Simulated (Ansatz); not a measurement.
# Cl2FH4NSTi: the cost of one run

Program: Ansatz 0.2.0. Level of theory: RKS PBE0/def2-SVP. These are calculated values, not measurements.

## 1. The starting structure

Bond lengths: Ti1–F2 2.180 Å, Ti1–Cl3 2.370 Å, Ti1–Cl4 2.368 Å, Ti1–N5 2.059 Å, N5–H6 1.060 Å, N5–H7 1.060 Å, Ti1–S8 2.700 Å, S8–H9 1.400 Å. Angles: F2–Ti1–Cl3 109.4°, F2–Ti1–Cl4 109.5°, F2–Ti1–N5 109.5°, F2–Ti1–S8 71.6°, Cl3–Ti1–Cl4 109.5°, Cl3–Ti1–N5 109.5°, Cl3–Ti1–S8 67.2°, Cl4–Ti1–N5 109.5°, Cl4–Ti1–S8 176.6°, N5–Ti1–S8 72.8°, Ti1–N5–H6 120.0°, Ti1–N5–H7 120.0°, H6–N5–H7 120.0°, Ti1–S8–H9 109.5°.

Structure file:

```xyz
10

Ti    0.0000    0.0000    0.0000
F     0.0000    0.0000    2.1800
Cl    2.2349    0.0000   -0.7892
Cl   -1.1163    1.9339   -0.7892
N    -0.9703   -1.6810   -0.6860
H    -1.5052   -2.2973   -0.0095
H    -0.9349   -1.9302   -1.7156
S     1.4092   -2.1399    0.8514
H     0.6242   -3.2932    0.7342
H     0.6884   -1.0454    2.0365
```

## 2. A restrained relaxation towards end A

Springs on the bonds that form and break draw the guess towards this end; the thresholds are loose.

Contents of input.yaml:

```yaml
crystal:
  periodic: [false, false, false]
  atoms:
    - { symbol: Ti, position_ang: [0.0, 0.0, 0.0] }
    - { symbol: F, position_ang: [0.0, 0.0, 2.18] }
    - { symbol: Cl, position_ang: [2.2349, 0.0, -0.7892] }
    - { symbol: Cl, position_ang: [-1.1163, 1.9339, -0.7892] }
    - { symbol: "N", position_ang: [-0.9703, -1.681, -0.686] }
    - { symbol: H, position_ang: [-1.5052, -2.2973, -0.0095] }
    - { symbol: H, position_ang: [-0.9349, -1.9302, -1.7156] }
    - { symbol: S, position_ang: [1.4092, -2.1399, 0.8514] }
    - { symbol: H, position_ang: [0.6242, -3.2932, 0.7342] }
    - { symbol: H, position_ang: [0.6884, -1.0454, 2.0365] }
basis:
  gaussian: { orbitals: def2-SVP }
hamiltonian:
  xc: pbe0
relax:
  f_tol: 0.15
  max_steps: 25
  restrain:
    - { distance: [0, 7], at: 3.6, k: 30.0 }
    - { distance: [9, 1], at: 2.12, k: 30.0 }
    - { distance: [0, 1], at: 1.83, k: 30.0 }
    - { distance: [9, 7], at: 1.4, k: 30.0 }
```

Run with:

```console
> ansatz run input.yaml --threads 4 --pin off --max-ram 5120MiB --backend cpu --events-out ev --progress --plain --runs-dir out
```

Q: Estimate wall time and peak memory on 4 threads of Intel Xeon at 2.70GHz, shared host.

About 45 s, with a peak of 0.42 GiB.
